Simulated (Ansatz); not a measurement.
# One shape, several levels: triplet CH2FNOSn

Wanted: a comparison of 6 runs (UHF/STO-3G, U-r2SCAN/def2-SVP, U-revPBE/def2-SVP, U-wB97X/def2-SVP, RPA@PBE0/def2-SVP, UMP2/def2-SVP) of triplet CH2FNOSn. 

Program for the calculation: Ansatz 0.2.0.

143 further runs of the same task are left out: 2 that didn't finish, 141 set aside as unsound or not needed.

### Step 1. The molecule

CH2FNOSn has 7 atoms, charge 0, and is taken as a triplet. As SMILES of the parent species, `O=C=[N][SnH2][F]`. The shape is that of a PBE0-D4/def2-TZVP optimisation. This is one conformer, not always the lowest. That shape belongs to the parent species and isn't relaxed for this state.

Bond lengths: O1–C2 1.165 Å, C2–N3 1.203 Å, N3–Sn4 2.002 Å, Sn4–F5 1.915 Å, Sn4–H6 1.690 Å, Sn4–H7 1.694 Å. Angles: O1–C2–N3 176.3°, C2–N3–Sn4 138.7°, N3–Sn4–F5 104.6°, N3–Sn4–H6 107.3°, N3–Sn4–H7 109.3°, F5–Sn4–H6 107.1°, F5–Sn4–H7 106.4°, H6–Sn4–H7 120.9°.

### Step 2. The energy at UHF/STO-3G (run 1)

job.yaml reads:

```yaml
basis:
  gaussian:
    orbitals: STO-3G
crystal:
  periodic: [false, false, false]
  atoms:
    - {symbol: O, position_ang: [-0.221700, -2.869300, -0.931600]}
    - {symbol: C, position_ang: [-0.121500, -1.906800, -0.283800]}
    - {symbol: N, position_ang: [-0.020900, -0.958200, 0.449400]}
    - {symbol: Sn, position_ang: [0.157400, 1.031600, 0.318500]}
    - {symbol: F, position_ang: [-0.877100, 1.510000, -1.220100]}
    - {symbol: H, position_ang: [-0.618600, 1.696100, 1.665200]}
    - {symbol: H, position_ang: [1.763800, 1.428500, -0.043200]}
magnetization:
  spin_polarized: true
  initial_magnetization: 2
hamiltonian:
  xc: hf
accuracy: high
output:
  orbitals: {seedname: orbitals}
```

Run with:

```console
ansatz run job.yaml --threads 1 --pin off --max-ram 3480MiB --events-out events.jsonl --progress --plain --runs-dir runs
```

What it wrote:

```text
Warning: RAYON_NUM_THREADS=1 ignored (pool sized by the plan → 1); use --threads N
Functional definition: HF
  name "HF"
  exchange = exact_x
  correlation = 0
961 factors; integrals over basis functions are off by at most 3.7e-8 eV
mean field evaluation 1: about -169447.0682 eV, gradient 2.1e1 eV
mean field evaluation 2: about -169447.2937 eV, gradient 2.1e1 eV
mean field evaluation 4: about -169452.8700 eV, gradient 4.3e0 eV
mean field evaluation 8: about -169453.5210 eV, gradient 3.4e-1 eV
mean field evaluation 16: about -169453.5228 eV, gradient 1.5e0 eV
mean field evaluation 32: about -169453.0655 eV, gradient 5.0e0 eV
mean field evaluation 64: about -169453.5306 eV, gradient 8.4e-2 eV
mean field evaluation 96: about -169453.5548 eV, gradient 8.4e-2 eV
mean field evaluation 128: about -169453.1165 eV, gradient 1.2e0 eV
mean field evaluation 160: about -169453.5328 eV, gradient 3.2e-5 eV
mean field evaluation 192: about -169453.3321 eV, gradient 3.5e-1 eV
mean field evaluation 224: about -169453.3397 eV, gradient 3.3e-1 eV
mean field -169453.55994533 eV, -6227.3034682425 hartree, gradient 2.1e-8 eV, S^2 2.067313; 3 other end points of the search recorded, 0 dependent functions left out
reference -169453.55994533 eV, -6227.3034682425 hartree; 42, 40 occupied and 7, 9 virtual orbitals, 961 factors
Total energy: -169453.55994533 eV, -6227.3034682425 hartree
```

It took 8.4 s on 1 thread of Arm Neoverse V2, shared host; peak memory 0.21 GiB.

### Step 3. A single-point energy at U-r2SCAN/def2-SVP (core potential) (run 2)

run.yaml reads:

```yaml
crystal:
  periodic: [false, false, false]
  atoms:
    - {symbol: O, position_ang: [-0.221700, -2.869300, -0.931600]}
    - {symbol: C, position_ang: [-0.121500, -1.906800, -0.283800]}
    - {symbol: "N", position_ang: [-0.020900, -0.958200, 0.449400]}
    - {symbol: Sn, position_ang: [0.157400, 1.031600, 0.318500]}
    - {symbol: F, position_ang: [-0.877100, 1.510000, -1.220100]}
    - {symbol: H, position_ang: [-0.618600, 1.696100, 1.665200]}
    - {symbol: H, position_ang: [1.763800, 1.428500, -0.043200]}
basis:
  gaussian:
    orbitals: def2-SVP
magnetization:
  spin_polarized: true
  initial_magnetization: 2
hamiltonian:
  xc: {name: r2SCAN}
accuracy: high
output:
  orbitals: {seedname: orbitals}
```

Run with:

```console
ansatz run run.yaml --threads 1 --pin off --max-ram 3480MiB --events-out events.jsonl --progress --plain --runs-dir runs
```

What it wrote:

```text
Warning: RAYON_NUM_THREADS=1 ignored (pool sized by the plan → 1); use --threads N
Functional definition: r2SCAN
  name "r2SCAN"
  parameter k0 = 0.174
  parameter k1 = 0.065
  parameter a1 = 4.9479
  exchange = r2scan_x(k0 = k0, k1 = k1, a1 = a1)
  correlation = r2scan_c
2102 factors; integrals over basis functions are off by at most 3.3e-9 eV
mean field evaluation 1: about -13130.3993 eV, gradient 4.9e1 eV
mean field evaluation 2: about -13002.0970 eV, gradient 1.4e2 eV
mean field evaluation 4: about -13135.5096 eV, gradient 3.6e1 eV
mean field evaluation 8: about -13142.5890 eV, gradient 9.6e-1 eV
mean field evaluation 16: about -13142.5967 eV, gradient 1.4e-1 eV
mean field evaluation 32: about -13142.5969 eV, gradient 1.5e-5 eV
mean field evaluation 64: about -13142.0975 eV, gradient 4.6e0 eV
mean field evaluation 96: about -13142.2514 eV, gradient 1.9e0 eV
mean field -13142.59687085 eV, -482.9815266315 hartree, gradient 7.2e-8 eV, S^2 2.016168; 10 other end points of the search recorded, 0 dependent functions left out
reference -13142.59687379 eV, -482.9815267398 hartree; 28, 26 occupied and 64, 66 virtual orbitals, 2102 factors
Total energy: -13142.59687379 eV, -482.9815267398 hartree
```

Wall time 72 s (1 thread of Arm Neoverse V2, shared host); peak memory 0.48 GiB.

### Step 4. The energy at U-revPBE/def2-SVP (core potential) (run 3)

job.yaml reads:

```yaml
crystal:
  periodic: [false, false, false]
  atoms:
    - {symbol: O, position_ang: [-0.221700, -2.869300, -0.931600]}
    - {symbol: C, position_ang: [-0.121500, -1.906800, -0.283800]}
    - {symbol: "N", position_ang: [-0.020900, -0.958200, 0.449400]}
    - {symbol: Sn, position_ang: [0.157400, 1.031600, 0.318500]}
    - {symbol: F, position_ang: [-0.877100, 1.510000, -1.220100]}
    - {symbol: H, position_ang: [-0.618600, 1.696100, 1.665200]}
    - {symbol: H, position_ang: [1.763800, 1.428500, -0.043200]}
basis:
  gaussian: {orbitals: def2-SVP}
magnetization: {spin_polarized: true, initial_magnetization: 2}
hamiltonian: {xc: {name: revPBE}}
accuracy: high
output: {orbitals: {seedname: orbitals}}
```

Run with:

```console
ansatz run job.yaml --threads 1 --pin off --max-ram 3480MiB --events-out events.jsonl --progress --plain --runs-dir runs
```

What it wrote:

```text
Warning: RAYON_NUM_THREADS=1 ignored (pool sized by the plan → 1); use --threads N
Functional definition: revPBE
  name "revPBE"
  parameter kappa = 1.245
  parameter beta = 0.06672455060314922
  exchange = pbe_x(kappa = kappa, mu = beta*pi^2/3)
  correlation = pbe_c(beta = beta)
2102 factors; integrals over basis functions are off by at most 3.3e-9 eV
mean field evaluation 1: about -13129.5975 eV, gradient 5.2e1 eV
mean field evaluation 2: about -12967.7578 eV, gradient 1.5e2 eV
mean field evaluation 4: about -13133.7185 eV, gradient 4.2e1 eV
mean field evaluation 8: about -13142.9318 eV, gradient 7.6e0 eV
mean field evaluation 16: about -13143.3136 eV, gradient 1.4e-1 eV
mean field evaluation 32: about -13143.3137 eV, gradient 4.4e-6 eV
mean field evaluation 64: about -13143.2688 eV, gradient 2.2e0 eV
mean field evaluation 96: about -13142.0881 eV, gradient 2.8e0 eV
mean field -13143.31372211 eV, -483.0078704295 hartree, gradient 5.4e-8 eV, S^2 2.006034; 10 other end points of the search recorded, 0 dependent functions left out
reference -13143.31372680 eV, -483.0078706018 hartree; 28, 26 occupied and 64, 66 virtual orbitals, 2102 factors
Total energy: -13143.31372680 eV, -483.0078706018 hartree
```

Wall time 26 s (1 thread of Arm Neoverse V2, shared host); peak memory 0.31 GiB.

Runs 4 to 5 aren't shown in full; the table further down has their settings and results.

### Step 5. The energy at UMP2/def2-SVP (core potential) (run 6)

Changes to job.yaml since step 4:

```diff
@@ -1 +1,4 @@
+basis:
+  gaussian:
+    orbitals: def2-SVP
 crystal:
@@ -10,7 +13,8 @@
     - {symbol: H, position_ang: [1.763800, 1.428500, -0.043200]}
-basis:
-  gaussian: {orbitals: def2-SVP}
-magnetization: {spin_polarized: true, initial_magnetization: 2}
-hamiltonian: {xc: {name: revPBE}}
+magnetization:
+  spin_polarized: true
+  initial_magnetization: 2
+correlation:
+  method: mp2
+  frozen_orbitals: {C: 1, F: 1, H: 0, "N": 1, O: 1, Sn: 4}
 accuracy: high
-output: {orbitals: {seedname: orbitals}}
```

Run with:

```console
ansatz run job.yaml --threads 1 --pin off --max-ram 3480MiB --events-out events.jsonl --progress --plain --runs-dir runs
```

What it wrote:

```text
Warning: RAYON_NUM_THREADS=1 ignored (pool sized by the plan → 1); use --threads N
Functional definition: HF
  name "HF"
  exchange = exact_x
  correlation = 0
2102 factors; integrals over basis functions are off by at most 3.3e-9 eV
mean field evaluation 1: about -13074.9796 eV, gradient 3.1e1 eV
mean field evaluation 2: about -13075.1679 eV, gradient 3.1e1 eV
mean field evaluation 4: about -13079.5648 eV, gradient 3.8e0 eV
mean field evaluation 8: about -13080.5778 eV, gradient 1.7e0 eV
mean field evaluation 16: about -13081.0008 eV, gradient 5.6e-1 eV
mean field evaluation 32: about -13081.1113 eV, gradient 4.0e-1 eV
mean field evaluation 64: about -13081.0169 eV, gradient 6.0e-1 eV
mean field evaluation 96: about -13079.8853 eV, gradient 3.3e0 eV
mean field evaluation 128: about -13080.1677 eV, gradient 1.2e0 eV
mean field evaluation 160: about -13078.7078 eV, gradient 3.8e0 eV
mean field evaluation 192: about -13081.0016 eV, gradient 6.0e-1 eV
mean field evaluation 224: about -13081.1114 eV, gradient 9.1e-2 eV
mean field -13081.11419142 eV, -480.7220798371 hartree, gradient 3.0e-8 eV, S^2 2.049720; 15 other end points of the search recorded, 0 dependent functions left out
8 core orbitals not correlated: weight in the atoms' cores, before any rotation towards them, 1.000 or more for the frozen orbitals, at most 0.000 for the correlated occupied ones
reference -13081.11419142 eV, -480.7220798371 hartree; 20, 18 occupied and 64, 66 virtual orbitals, 2102 factors
second order -19.31067822 eV of doubles, -0.00000000 eV of singles
Total energy: -13100.42486964 eV, -481.4317341725 hartree
```

Wall time 42 s (1 thread of Arm Neoverse V2, shared host); peak memory 0.54 GiB.

### Step 6. Overview of the runs

```tsv
run	level	core potential	frozen core orbitals	energy (Eh)	HOMO energy (eV)	⟨S²⟩	wall time
1	UHF/STO-3G	none	–	-6227.303468	-1.79	2.067	8.4 s
2	U-r2SCAN/def2-SVP (core potential)	def2-SVP	–	-482.981527	-1.99	2.016	72 s
3	U-revPBE/def2-SVP (core potential)	def2-SVP	–	-483.007871	-1.83	2.006	26 s
4	U-wB97X/def2-SVP (core potential)	def2-SVP	–	-482.981062	-4.39	2.016	2.1 min
5	RPA@PBE0/def2-SVP (core potential)	def2-SVP	8	-481.709876	–	2.015	77 s
6	UMP2/def2-SVP (core potential)	def2-SVP	8	-481.431734	–	2.050	42 s
```

### Step 7. What came out

| quantity | value |
| --- | --- |
| run 6: total energy | -481.43173 Eh |
| run 6: correlation energy (8 core orbitals frozen) | -709.7 mEh |
| run 6: ⟨S²⟩ of the reference determinant | 2.050 |

What this shows: Totals of different functionals can't be ranked against each other. Some runs of one species differ in core potentials or relativity; totals across that change don't compare. In run 1 the basis is minimal, so the values are rough. In run 1 relativity is left out where basis or elements ask for it. All runs together took 5.9 min, the longest 2.1 min.
